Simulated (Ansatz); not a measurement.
**Sn3Se under changes of volume**

One of the cells (26.656 Å³/atom); the others are scaled copies at fixed shape and fractional positions:

```
CELL_PARAMETERS angstrom
4.74188 0.00000 0.00000
0.00000 4.74188 0.00000
0.00000 0.00000 4.74188
ATOMIC_POSITIONS crystal
Sn 0.50000 0.50000 0.00000
Sn 0.50000 0.00000 0.50000
Sn 0.00000 0.50000 0.50000
Se 0.00000 0.00000 0.00000
```

The cell comes from a database or a generator and needn't be the stable form of this composition.

* Program: Ansatz 0.2.0
* Functional: LDA
* Potentials or basis: Ansatz PAW
* Cutoff: 420 eV (not typed: the program's choice for these potentials)
* k mesh: 6 × 6 × 6
* Occupations: fermi-dirac, width 0.05 eV
* Spin: no spin polarisation

| volume (Å³/atom) | energy over the lowest point (meV/atom) | pressure (GPa) |
| --- | --- | --- |
| 25.056 | 0.00 | -1.0 |
| 25.590 | 5.05 | -2.1 |
| 26.123 | 13.57 | -3.0 |
| 26.656 | 25.19 | -3.9 |
| 27.189 | 39.55 | -4.7 |
| 27.722 | ? | ? |
| 28.255 | 75.28 | -6.0 |

Q: What does the run at 27.722 Å³/atom give?

A: Energy over the lowest point 56.35 meV/atom; pressure -5.4 GPa.

Worked out: A Birch-Murnaghan fit of order 3 (a polynomial in V^(-2/3)) to the other rows has its minimum at 24.65 Å³/atom, just outside them, with B0 = V·E''(V) = 60 GPa and B' = 4.6. It gives 56.34 meV/atom at 27.722 Å³/atom, against the run's 56.35, and -dE/dV = -5.4 GPa, against -5.4.

Energies are extrapolated to zero smearing.

Caveats: the PAW data sets come from PBE, with cores solved anew for the run's functional, which leaves a small shift of forces and pressure.
